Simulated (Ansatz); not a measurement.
**CH4AsNO: how energies converge with the basis set**

Aim: see how fast density functionals converge with the basis set for CH4AsNO.

Method: one geometry, several basis sets; program: Ansatz 0.2.0, Gaussian basis.

Levels to be run: PBE0-D4/def2-SVP; ωB97M-V/def2-SVP; PBE0-D4/def2-QZVPP; ωB97M-V/def2-QZVPP; the functionals' def2-TZVPP values are taken from earlier runs.

## (1) Structure used throughout

All runs share one geometry, relaxed beforehand with PBE0-D4 in a triple-zeta def2 set.

SMILES `O/C=N/[AsH2]`, 8 atoms, charge 0, spin multiplicity 1.

Atoms are counted from 1 here; the program's logs count them from 0.

Bond lengths: O1–C2 1.336 Å, O1–H5 0.969 Å, C2–N3 1.260 Å, C2–H6 1.095 Å, N3–As4 1.872 Å, As4–H7 1.525 Å, As4–H8 1.525 Å. Angles: C2–O1–H5 106.6°, O1–C2–N3 122.3°, O1–C2–H6 110.3°, N3–C2–H6 127.4°, C2–N3–As4 115.0°, N3–As4–H7 94.9°, N3–As4–H8 94.9°, H7–As4–H8 91.2°.

## (2) PBE0-D4 in def2-SVP

in.yaml reads:

```yaml
crystal:
  periodic: [false, false, false]
  atoms:
    - {symbol: O, position_ang: [-1.220602, 1.844020, -0.017100]}
    - {symbol: C, position_ang: [-0.224187, 0.982067, 0.207223]}
    - {symbol: N, position_ang: [-0.253850, -0.205040, -0.213007]}
    - {symbol: As, position_ang: [1.249488, -1.234465, 0.217736]}
    - {symbol: H, position_ang: [-1.890614, 1.366345, -0.528454]}
    - {symbol: H, position_ang: [0.571775, 1.463037, 0.785212]}
    - {symbol: H, position_ang: [1.410387, -1.822490, -1.179872]}
    - {symbol: H, position_ang: [0.449803, -2.450473, 0.672462]}
basis:
  gaussian: {orbitals: def2-SVP}
hamiltonian: {xc: pbe0, dispersion: d4}
output: {orbitals: {seedname: orbitals}}
```

Run with:

```console
> ansatz run in.yaml --threads 2 --pin off --events-out ev --progress --plain --max-ram 4352MiB
```

The runs that follow: ωB97M-V in def2-SVP; PBE0-D4 in def2-QZVPP; ωB97M-V in def2-QZVPP.

Q: Predict the results of all the runs planned. Wanted: PBE0-D4: double and triple zeta above quadruple; ωB97M-V: double and triple zeta above quadruple.

The runs gave:

| quantity | value |
| --- | --- |
| PBE0-D4: double and triple zeta above quadruple | 14.57, 1.58 eV |
| ωB97M-V: double and triple zeta above quadruple | 14.68, 1.53 eV |

**Reading.** PBE0-D4 gains 13.00 eV from double to triple zeta, then 1.58 eV more. These are total energies; as a rule much of such shifts cancels in differences, which this series doesn't test. The LUMO of ωB97M-V is positive and keeps falling with the basis (2.35 to 1.51 eV): an unbound level that the basis holds in place.
